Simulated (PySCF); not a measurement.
# Ways to converge the SCF of SeCl

Aim: find out which solver settings change the answer for SeCl.

Method: method and basis as typed in the scripts; program: PySCF 2.14.0.

1 further run of the same task is left out (it didn't finish).

## 1. The system as given

SeCl: 2 atoms, charge 0, spin multiplicity 2.

Bond lengths: Se1–Cl2 2.085 Å.

## 2. Base script

input.py reads:

```python
from pyscf import gto, dft

mol = gto.M(
    atom='Se 0 0 0; Cl 0 0 2.085',
    basis='6-31g*',
    charge=0,
    spin=1,
    verbose=4,
)
mf = dft.UKS(mol, xc='hcth407')
mf.kernel()
g = mf.nuc_grad_method()
g.grid_response = True
g.kernel()
mf.dip_moment()
print('orbital energies (hartree):', [e[max(0, n-3):n+3].round(4) for e, n in zip(mf.mo_energy, mol.nelec)])
```

Started as:

```sh
$ OMP_NUM_THREADS=1 python input.py
```

Its log is not repeated here.

In short: E(SCF) = -2862.774029 Eh, 10 cycles, ⟨S²⟩ = 0.753, μ = 0.45 D, gradient on the second atom -0.0248 Eh/bohr.

The bond length is a typed value, not an optimised one.

## 3. Initial guess atom

Variant 1 changes initial guess: minao → atom.

input.py reads:

```python
from pyscf import gto, dft

mol = gto.M(
    atom='Se 0 0 0; Cl 0 0 2.085',
    basis='6-31g*',
    charge=0,
    spin=1,
    verbose=4,
)
mf = dft.UKS(mol, xc='hcth407')
mf.init_guess = 'atom'
mf.kernel()
g = mf.nuc_grad_method()
g.grid_response = True
g.kernel()
mf.dip_moment()
print('orbital energies (hartree):', [e[max(0, n-3):n+3].round(4) for e, n in zip(mf.mo_energy, mol.nelec)])
```

Started as:

```sh
$ OMP_NUM_THREADS=1 python input.py
```

## 4. Convergence threshold 1e-07 hartree

Variant 2 changes convergence threshold: default → 1e-07 hartree.

input.py, as its differences from that of step 2:

```diff
@@ -10,2 +10,3 @@
 mf = dft.UKS(mol, xc='hcth407')
+mf.conv_tol = 1e-07
 mf.kernel()
```

## 5. Convergence threshold 1e-11 hartree

Variant 3 changes convergence threshold: default → 1e-11 hartree.

input.py, as its differences from that of step 2:

```diff
@@ -10,2 +10,3 @@
 mf = dft.UKS(mol, xc='hcth407')
+mf.conv_tol = 1e-11
 mf.kernel()
```

## 6. Smearing width 0.05 hartree

Variant 4 changes smearing width: none → 0.05 hartree; step after the SCF: gradient → none.

input.py, as its differences from that of step 2:

```diff
@@ -1,2 +1,2 @@
-from pyscf import gto, dft
+from pyscf import gto, dft, scf
 
@@ -10,6 +10,4 @@
 mf = dft.UKS(mol, xc='hcth407')
+mf = scf.addons.smearing_(mf, sigma=0.05, method='fermi')
 mf.kernel()
-g = mf.nuc_grad_method()
-g.grid_response = True
-g.kernel()
 mf.dip_moment()
```

## 7. Second-order solver on

Variant 5 changes second-order solver: off → on.

input.py, as its differences from that of step 2:

```diff
@@ -10,2 +10,3 @@
 mf = dft.UKS(mol, xc='hcth407')
+mf = mf.newton()
 mf.kernel()
```

Before running it: what results should come out? Wanted: for each run, E(SCF); from base; gap, α spin; SCF dipole.

The runs gave:

| run | E(SCF) (hartree) | from base (eV) | cycles | gap, α spin (eV) | SCF dipole (D) |
| --- | --- | --- | --- | --- | --- |
| base | -2862.774029 | 0 | 10 | 2.84 | 0.45 |
| initial guess atom | -2862.774029 | 0.0000 | 10 | 2.84 | 0.45 |
| convergence threshold 1e-07 hartree | -2862.774029 | 0.0000 | 9 | 2.84 | 0.45 |
| convergence threshold 1e-11 hartree | -2862.774029 | 0.0000 | 11 | 2.84 | 0.45 |
| smearing width 0.05 hartree | -2862.699975 | not comparable | 12 | n/a | 0.04 |
| second-order solver on | -2862.774029 | 0.0000 | 3 macro | 2.84 | 0.45 |

Distance from each run's final energy (log10 hartree) by cycle:

| run | cycle 1 | cycle 2 | cycle 3 | cycle 5 | cycle 8 | cycle 12 |
| --- | --- | --- | --- | --- | --- | --- |
| base | -2.1 | -1.6 | -2.6 | -4.1 | -8.8 | done |
| initial guess atom | -2.0 | -1.9 | -2.8 | -3.6 | -8.6 | done |
| convergence threshold 1e-07 hartree | -2.1 | -1.6 | -2.6 | -4.1 | -9.1 | done |
| convergence threshold 1e-11 hartree | -2.1 | -1.6 | -2.6 | -4.1 | -8.8 | done |
| smearing width 0.05 hartree | -3.1 | -1.5 | -2.6 | -4.2 | -6.8 | -8.5 |
| second-order solver on | -8.9 | -11.0 | < -11 | done | done | done |

No change of the SCF energy comes from initial guess atom or convergence threshold 1e-07 hartree or convergence threshold 1e-11 hartree or second-order solver on.
